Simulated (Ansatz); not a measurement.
**CH6BSb: a ladder of functionals and wavefunction methods**

One table from this session's results is given with a row withheld; the runs are named, their logs left out.

Computed with Ansatz 0.2.0, Gaussian basis. Level: functionals in def2-TZVPP, the program's frozen cores in correlated methods.

The runs, in order: LDA (SPW92), PBE-D4, revPBE-D4, BLYP-D4, r2SCAN-D4, B97M-V, PBE0-D4, B3LYP-D4, r2SCANh-D4, r2SCAN0-D4, HSE06-D4, BHLYP-D4, CAM-B3LYP-D4, LC-ωPBE, ωB97X-V, ωB97M-V, B2PLYP, PBE-QIDH; CCSD(T)/def2-SVP; CCSD(T)/def2-TZVPP; MP2/def2-QZVPP; extrapolation to the limit; RPA on PBE.

### The geometry

The geometry comes from an earlier relaxation with PBE0-D4 in a triple-zeta def2 set; it is a stationary point, not always the lowest conformer. Sb takes the def2 core potential; no spin-orbit term is included.

SMILES `C[BH][SbH2]`, 9 atoms, charge 0, spin multiplicity 1.

Atoms are counted from 1 here; the program's logs count them from 0.

Bond lengths: C1–B2 1.551 Å, C1–H4 1.102 Å, C1–H5 1.095 Å, C1–H6 1.091 Å, B2–Sb3 2.227 Å, B2–H7 1.199 Å, Sb3–H8 1.703 Å, Sb3–H9 1.705 Å. Angles: B2–C1–H4 105.1°, B2–C1–H5 112.5°, B2–C1–H6 116.5°, H4–C1–H5 104.9°, H4–C1–H6 107.2°, H5–C1–H6 109.8°, C1–B2–Sb3 123.7°, C1–B2–H7 119.7°, Sb3–B2–H7 116.5°, B2–Sb3–H8 95.0°, B2–Sb3–H9 95.1°, H8–Sb3–H9 94.0°.

Set-up of the first run:

Contents of in.yaml:

```yaml
crystal:
  periodic: [false, false, false]
  atoms:
    - {symbol: C, position_ang: [-0.696545, 0.976654, -0.600458]}
    - {symbol: B, position_ang: [0.386180, -0.132177, -0.547035]}
    - {symbol: Sb, position_ang: [1.415246, -0.767032, 1.323686]}
    - {symbol: H, position_ang: [-1.637767, 0.449265, -0.824524]}
    - {symbol: H, position_ang: [-0.551655, 1.662636, -1.441476]}
    - {symbol: H, position_ang: [-0.856675, 1.545286, 0.316368]}
    - {symbol: H, position_ang: [0.752715, -0.653490, -1.562157]}
    - {symbol: H, position_ang: [1.257968, -2.435018, 1.019162]}
    - {symbol: H, position_ang: [0.019032, -0.692423, 2.299233]}
basis:
  gaussian: {orbitals: def2-TZVPP}
hamiltonian: {xc: lda}
output: {orbitals: {seedname: orbitals}}
```

Among the steps run: LDA; PBE-D4 (GGA); revPBE-D4 (GGA); BLYP-D4 (GGA); r2SCAN-D4 (meta-GGA); B97M-V (meta-GGA); PBE0-D4 (hybrid); B3LYP-D4 (hybrid); r2SCANh-D4 (hybrid); r2SCAN0-D4 (hybrid); HSE06-D4 (hybrid); BHLYP-D4 (hybrid); CAM-B3LYP-D4 (range-separated); LC-ωPBE (range-separated); ωB97X-V (range-separated); ωB97M-V (range-separated); B2PLYP (double hybrid); PBE-QIDH (double hybrid).

One table of the session follows, with a row left open; its other results are not shown here.

It belongs to the step «Orbital energies across the functionals». 

```
  functional  HOMO (eV)  LUMO (eV)  gap (eV)
 LDA (SPW92)      -5.96      -2.77      3.19
      PBE-D4      -5.83      -2.55      3.28
   revPBE-D4      -5.78      -2.46      3.32
     BLYP-D4      -5.69      -2.38      3.31
   r2SCAN-D4      -6.05      -2.24      3.81
      B97M-V          ?          ?         ?
     PBE0-D4      -6.81      -1.62      5.18
    B3LYP-D4      -6.63      -1.81      4.83
  r2SCANh-D4      -6.41      -1.92      4.49
  r2SCAN0-D4      -6.95      -1.44      5.51
    HSE06-D4      -6.42      -2.00      4.42
    BHLYP-D4      -7.67      -0.58      7.08
CAM-B3LYP-D4      -8.02      -0.51      7.51
     LC-ωPBE      -9.25       0.61      9.86
     ωB97X-V      -8.95       0.52      9.47
     ωB97M-V      -8.84       0.31      9.15
```

**Question.** Estimate the row for B97M-V.

As computed: HOMO (eV): -6.01; LUMO (eV): -2.27; gap (eV): 3.73. In the column «HOMO (eV)» it lies between r2SCAN-D4 (-6.05) and LDA (SPW92) (-5.96).
